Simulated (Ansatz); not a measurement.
# C₃H₈ClGa: basis-set convergence

An exercise on one series of results from a longer session: the logs are not shown, and one member is left open.

Method: one geometry, several basis sets; program: Ansatz 0.2.0, Gaussian basis.

Levels to be run: PBE0-D4/def2-SVP; ωB97M-V/def2-SVP; PBE0-D4/def2-QZVPP; ωB97M-V/def2-QZVPP; the functionals' def2-TZVPP values are taken from earlier runs.

## Structure used throughout

The geometry comes from an earlier relaxation with PBE0-D4 in a triple-zeta def2 set; it is a stationary point, not always the lowest conformer.

SMILES `C[CH2][Ga]([CH3])[Cl]`, 13 atoms, charge 0, spin multiplicity 1.

Atoms are counted from 1 here; the program's logs count them from 0.

Bond lengths: C1–C2 1.524 Å, C1–H6 1.094 Å, C1–H7 1.093 Å, C1–H8 1.093 Å, C2–Ga3 1.965 Å, C2–H9 1.095 Å, C2–H10 1.095 Å, Ga3–C4 1.957 Å, Ga3–Cl5 2.174 Å, C4–H11 1.092 Å, C4–H12 1.091 Å, C4–H13 1.093 Å. Angles: C2–C1–H6 111.6°, C2–C1–H7 111.9°, C2–C1–H8 111.9°, H6–C1–H7 107.1°, H6–C1–H8 107.1°, H7–C1–H8 107.0°, C1–C2–Ga3 115.3°, C1–C2–H9 111.2°, C1–C2–H10 111.2°, Ga3–C2–H9 106.6°, Ga3–C2–H10 106.6°, H9–C2–H10 105.2°, C2–Ga3–C4 132.1°, C2–Ga3–Cl5 114.0°, C4–Ga3–Cl5 113.9°, Ga3–C4–H11 109.5°, Ga3–C4–H12 112.3°, Ga3–C4–H13 109.4° and more.

The first run:

The input, in.yaml:

```yaml
crystal:
  periodic: [false, false, false]
  atoms:
    - {symbol: C, position_ang: [-1.325321, 1.080786, 0.826671]}
    - {symbol: C, position_ang: [-0.014766, 1.381696, 0.109727]}
    - {symbol: Ga, position_ang: [0.958488, -0.191612, -0.553987]}
    - {symbol: C, position_ang: [0.569451, -2.107715, -0.470374]}
    - {symbol: Cl, position_ang: [2.820033, 0.285854, -1.570201]}
    - {symbol: H, position_ang: [-1.815819, 1.996326, 1.170185]}
    - {symbol: H, position_ang: [-1.172934, 0.448479, 1.705373]}
    - {symbol: H, position_ang: [-2.034386, 0.560263, 0.177487]}
    - {symbol: H, position_ang: [0.677253, 1.926950, 0.760163]}
    - {symbol: H, position_ang: [-0.175576, 2.037546, -0.752394]}
    - {symbol: H, position_ang: [0.542839, -2.519527, -1.481667]}
    - {symbol: H, position_ang: [-0.379844, -2.315569, 0.024884]}
    - {symbol: H, position_ang: [1.370882, -2.618175, 0.068833]}
basis:
  gaussian: {orbitals: def2-SVP}
hamiltonian: {xc: pbe0, dispersion: d4}
output: {orbitals: {seedname: orbitals}}
```

Among the steps run: PBE0-D4 in def2-SVP; ωB97M-V in def2-SVP; PBE0-D4 in def2-QZVPP; ωB97M-V in def2-QZVPP.

One table of the session follows, with a row left open; its other results are not shown here.

It belongs to the step «Density functionals: the series». 

```
functional       basis  HOMO (eV)
   PBE0-D4    def2-SVP      -7.46
   PBE0-D4  def2-TZVPP      -7.55
   PBE0-D4  def2-QZVPP      -7.57
   ωB97M-V    def2-SVP      -9.62
   ωB97M-V  def2-TZVPP          ?
   ωB97M-V  def2-QZVPP      -9.74
```

Estimate the missing values for ωB97M-V, def2-TZVPP.

**Answer.** HOMO (eV): -9.72. In the column «HOMO (eV)» it lies between ωB97M-V, def2-QZVPP (-9.74) and ωB97M-V, def2-SVP (-9.62).
